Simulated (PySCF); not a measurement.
# C4H9ClO2S: the cost of one run

Computed with PySCF 2.14.0, with density-fitted response routines of our own, on a single molecule in the gas phase. Atoms are numbered from 0 throughout.

### Step 1. The molecule as given

17 atoms, charge 0, multiplicity 1; geometry from: GFN2-xTB.

Bonds of the start (Å): C0–C1 1.51, C1–C2 1.52, C1–C3 1.51, C1–S4 1.84, S4–O5 1.43, S4–O6 1.43, S4–Cl7 2.04, C0–H8 1.09, C0–H9 1.09, C0–H10 1.09, C2–H11 1.09, C2–H12 1.09, C2–H13 1.09, C3–H14 1.09, C3–H15 1.09, C3–H16 1.09.

### Step 2. Geometry optimisation at PBE0-D3(BJ)/def2-SVP

Job settings and geometry (Å):

```
{"job": {"xc": "PBE0", "basis": "def2-SVP", "d3": "d3bj", "grid": 1, "kind": "geom"}, "charge": 0, "multiplicity": 1}
C     -0.045147    -0.614624     1.434176
C     -0.046972    -0.198194    -0.016827
C     -1.383165    -0.406000    -0.700952
C      1.123600    -0.709462    -0.821298
S      0.107185     1.635836    -0.011906
O      0.251708     2.144177    -1.339035
O     -0.875584     2.231837     0.836458
Cl     1.905753     1.945125     0.907019
H     -0.260571    -1.677930     1.526057
H     -0.804843    -0.054682     1.975621
H      0.922417    -0.415135     1.889690
H     -1.612143    -1.468136    -0.774817
H     -1.360521     0.019036    -1.702075
H     -2.172755     0.085036    -0.136310
H      1.036014    -1.782875    -0.981120
H      2.060665    -0.510160    -0.306047
H      1.147361    -0.211819    -1.788541
```

Started as:

```bash
$ OMP_NUM_THREADS=1 python probes_run.py task.json out
```

This one command runs all jobs of the session in turn.

**Question.** How long does this first job take on 1 thread of Intel Xeon Platinum 8259CL at 2.50GHz, shared host, and how much memory does it need?

About 3.7 min, with a peak of 0.72 GiB.
